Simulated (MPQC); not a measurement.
# BH3Te (SMILES B[TeH]) at 4 levels

Aim: a comparison of 4 runs (HF/STO-3G, HF/3-21G, SVWN1/3-21G, MP2/STO-3G) of BH3Te. 

Program for the calculation: MPQC 2.3.1.

3 further runs of the same task are left out: 3 set aside as unsound or not needed.

### Step 1. The structure to begin with

BH3Te: 5 atoms, total charge 0, spin state singlet. As SMILES, `B[TeH]`. The shape comes from GFN2-xTB, which is rough for such elements, and wasn't checked as a minimum.

Bond lengths: B1–Te2 2.079 Å, B1–H3 1.165 Å, B1–H4 1.167 Å, Te2–H5 1.644 Å. Angles: B1–Te2–H5 95.8°, Te2–B1–H3 122.4°, Te2–B1–H4 118.1°, H3–B1–H4 119.5°.

### Step 2. Energy and gradient at HF/STO-3G (run 1)

Input file mol.in:

```
molecule<Molecule>: (
   symmetry = c1
   unit = angstrom
   { atoms geometry } = {
      B  [ -0.072980      -0.674110       0.194670 ]
      Te [ 0.165810       1.354620       0.582320 ]
      H  [ -0.147090      -1.099140      -0.887460 ]
      H  [ -0.135340      -1.403480       1.103750 ]
      H  [ 0.189600       1.822100      -0.993270 ]
   }
)
basis<GaussianBasisSet>: (
   name = "STO-3G"
   molecule = $:molecule
   basisdir = "."
   puream = yes
)
mpqc: (
   checkpoint = no
   savestate = no
   restart = no
   do_energy = yes
   do_gradient = yes
   optimize = no
   mole<CLHF>: (
      molecule = $:molecule
      basis = $:basis
      total_charge = 0
      memory = 1000000000
      print_evals = yes
      maxiter = 120
      value_accuracy = 1e-08
   )
)
```

The basis set STO-3G is read from a file made from the Basis Set Exchange's data (not shown).

Run with:

```sh
$ mpqc mol.in > mol.out
```

Standard output:

```text
MPQC: Massively Parallel Quantum Chemistry
[...]
  CLSCF::init: total charge = 0
[...]
  nbasis = 35
[...]
  iter     1 energy = -6572.9403734064 delta = 5.48878e-01
[...]
  LUMO is    31   A =   0.233659
  total scf energy = -6573.2404907827
[...]
Value of the MolecularEnergy: -6573.2404907827
  Gradient of the MolecularEnergy:
      1    0.0017727241
      2    0.0152786597
      3   -0.0041679779
      4   -0.0011632851
      5   -0.0109508524
      6    0.0099420059
      7   -0.0005302738
      8   -0.0027851965
      9   -0.0045104095
     10   -0.0000665597
     11   -0.0021421618
     12    0.0070756972
[...]
      symmetry = c1
[...]
```

Run time: 0.63 s. Hardware: 1 thread of AMD EPYC 9R45 (Zen 5), shared host.

### Step 3. Energy and forces at HF/3-21G (run 2)

Input file mol.in:

```
% emacs should use -*- KeyVal -*- mode
molecule<Molecule>: (
    symmetry = c1
    unit = bohr
    { atoms geometry } = {
        B  [ -0.13791221 -1.27388328 0.36787298 ]
        Te [ 0.31333549 2.55986080 1.10042532 ]
        H  [ -0.27795982 -2.07707357 -1.67705635 ]
        H  [ -0.25575553 -2.65219282 2.08578521 ]
        H  [ 0.35829207 3.44326997 -1.87700827 ]
    }
)
basis<GaussianBasisSet>: (
    name = "3-21G"
    molecule = $:molecule
    basisdir = "."
    puream = yes
)
mpqc: (
    checkpoint = no
    savestate = no
    restart = no
    do_energy = yes
    do_gradient = yes
    optimize = no
    mole<CLHF>: (
        molecule = $:molecule
        basis = $:basis
        total_charge = 0
        memory = 1000000000
        print_evals = yes
        maxiter = 120
        value_accuracy = 1e-08
    )
)
```

The basis set 3-21G is read from a file made from the Basis Set Exchange's data (not shown).

Run with:

```sh
$ mpqc -o mol.out mol.in
```

Standard output:

```text
MPQC: Massively Parallel Quantum Chemistry
[...]
  CLSCF::init: total charge = 0
[...]
  nbasis = 46
[...]
  iter     1 energy = -6605.8531736983 delta = 3.96952e-01
[...]
  LUMO is    31   A =   0.073055
  total scf energy = -6608.9579087456
[...]
Value of the MolecularEnergy: -6608.9579087456
  Gradient of the MolecularEnergy:
      1    0.0028095993
      2    0.0237733410
      3    0.0009676509
      4   -0.0030121500
      5   -0.0231044386
      6   -0.0149108207
      7    0.0002156524
      8    0.0006880742
      9    0.0097718091
     10    0.0003361595
     11    0.0042933913
     12   -0.0077211102
[...]
      symmetry = c1
[...]
```

It took 1.8 s on 1 thread of AMD EPYC 9R45 (Zen 5), shared host.

### Step 4. Energy and gradient at SVWN1/3-21G (run 3)

Input file job.in:

```
% emacs should use -*- KeyVal -*- mode
molecule<Molecule>: (
  symmetry = auto
  unit = angstrom
  { atoms geometry } = {
    B  [ -0.072980    -0.674110     0.194670 ]
    Te [ 0.165810     1.354620     0.582320 ]
    H  [ -0.147090    -1.099140    -0.887460 ]
    H  [ -0.135340    -1.403480     1.103750 ]
    H  [ 0.189600     1.822100    -0.993270 ]
  }
)
basis<GaussianBasisSet>: (
  name = "3-21G"
  molecule = $:molecule
  basisdir = "."
  puream = yes
)
mpqc: (
  checkpoint = no
  savestate = no
  restart = no
  do_energy = yes
  do_gradient = yes
  optimize = no
  mole<CLKS>: (
    molecule = $:molecule
    basis = $:basis
    total_charge = 0
    memory = 1000000000
    print_evals = yes
    maxiter = 100
    functional<StdDenFunctional>: ( name = "SVWN1" )
    integrator<RadialAngularIntegrator>: ( grid = fine )
  )
)
```

The basis set 3-21G is read from a file made from the Basis Set Exchange's data (not shown).

Run with:

```sh
$ mpqc -o job.out job.in
```

Standard output:

```text
MPQC: Massively Parallel Quantum Chemistry
[...]
  CLSCF::init: total charge = 0
[...]
  nbasis = 46
[...]
  WARNING: BeckeIntegrationWeight usually uses the atomic maximum
           probability radius, however this is not available for
[...]
  Integrated electron density error = 0.001037401065
  iter     1 energy = -6603.0885482259 delta = 3.96952e-01
[...]
  Integrated electron density error = -0.000002282218
  iter    13 energy = -6605.7902689348 delta = 7.71911e-07
  Integrated electron density error = -0.000002282214
  iter    14 energy = -6605.7902689349 delta = 1.01044e-07
  Integrated electron density error = -0.000002282214
  iter    15 energy = -6605.7902689349 delta = 2.12531e-08
[...]
  LUMO is    31   A =  -0.092761
  total scf energy = -6605.7902689349
[...]
  Integrated electron density error = -0.000002283430
  Total Gradient:
[...]
Value of the MolecularEnergy: -6605.7902689349
  Gradient of the MolecularEnergy:
      1   -0.0001761471
      2   -0.0017765655
      3   -0.0015114072
      4   -0.0009254229
      5   -0.0034171170
      6   -0.0229908596
      7    0.0007294330
      8    0.0031928968
      9    0.0193113542
     10    0.0006596333
     11    0.0087744544
     12   -0.0164759900
[...]
        symmetry = c1
[...]
```

It took 5.1 s on 1 thread of AMD EPYC 9R45 (Zen 5), shared host; peak memory 0.096 GiB.

### Step 5. Energy and gradient at MP2/STO-3G (run 4)

Input file mol.in:

```
molecule<Molecule>: (
    symmetry = c1
    unit = angstrom
    { atoms geometry } = {
        B  [ -0.072980    -0.674110     0.194670 ]
        Te [ 0.165810     1.354620     0.582320 ]
        H  [ -0.147090    -1.099140    -0.887460 ]
        H  [ -0.135340    -1.403480     1.103750 ]
        H  [ 0.189600     1.822100    -0.993270 ]
    }
)
basis<GaussianBasisSet>: (
    name = "STO-3G"
    molecule = $:molecule
    basisdir = "."
    puream = yes
)
mpqc: (
    checkpoint = no
    savestate = no
    restart = no
    do_energy = yes
    do_gradient = yes
    optimize = no
    mole<MBPT2>: (
        molecule = $:molecule
        basis = $:basis
        memory = 1000000000
        method = mp
        nfzc = 19
        reference<CLHF>: (
            molecule = $:molecule
            basis = $:basis
            total_charge = 0
            memory = 1000000000
            print_evals = yes
            maxiter = 120
            value_accuracy = 1e-08
        )
    )
)
```

The basis set STO-3G is read from a file made from the Basis Set Exchange's data (not shown).

Run with:

```sh
$ mpqc mol.in > mol.out
```

Standard output:

```text
MPQC: Massively Parallel Quantum Chemistry
[...]
  CLSCF::init: total charge = 0
[...]
  nbasis = 35
[...]
  iter     1 energy = -6572.9403734064 delta = 5.48878e-01
[...]
  LUMO is    31   A =   0.233659
  total scf energy = -6573.2404907827
[...]
  MP2 correlation energy [au]:         -0.059933596729
  MP2 energy [au]:                   -6573.300424379440
[...]
Value of the MolecularEnergy: -6573.3004243794
  Gradient of the MolecularEnergy:
      1    0.0001155364
      2    0.0012143503
      3   -0.0056799173
      4   -0.0005273635
      5   -0.0039817538
      6    0.0020182280
      7    0.0000566913
      8    0.0004274229
      9    0.0049822909
     10    0.0004080747
     11    0.0035567060
     12   -0.0012377308
[...]
        symmetry = c1
[...]
```

It took 1.8 s on 1 thread of AMD EPYC 9R45 (Zen 5), shared host.

### Step 6. The series

```csv
run,level,symmetry,SCF convergence threshold,energy (Eh),HOMO energy (eV),LUMO energy (eV),HOMO–LUMO gap (eV),wall time
1,HF/STO-3G,c1,1e-08,-6573.240491,-7.20,6.36,13.56,0.63 s
2,HF/3-21G,c1,1e-08,-6608.957909,-9.23,1.99,11.22,1.8 s
3,SVWN1/3-21G,auto,–,-6605.790269,-6.42,-2.52,3.89,5.1 s
4,MP2/STO-3G,c1,1e-08,-6573.300424,-7.20,6.36,13.56,1.8 s
```

### Step 7. What came out

| quantity | value |
| --- | --- |
| run 4: total energy | -6573.30042 Eh |
| run 4: HOMO energy (Hartree–Fock orbitals) | -7.20 eV |
| run 4: LUMO energy (Hartree–Fock orbitals) | 6.36 eV |
| run 4: HOMO–LUMO gap (Hartree–Fock orbitals) | 13.56 eV |
| run 4: correlation energy (19 core orbitals frozen) | -59.9 mEh |
| run 4: largest force on an atom | 0.299 eV/Å |

In words: Over runs 1, 2, 3 the HOMO–LUMO gap runs from 3.89 eV (SVWN1/3-21G) to 13.56 eV (HF/STO-3G). The two ends differ in method and basis. In runs 1, 4 the basis is minimal, so the values are rough. In runs 1, 2, 3, 4 relativity is left out where basis or elements ask for it. All runs together took 9.2 s, the longest 5.1 s.
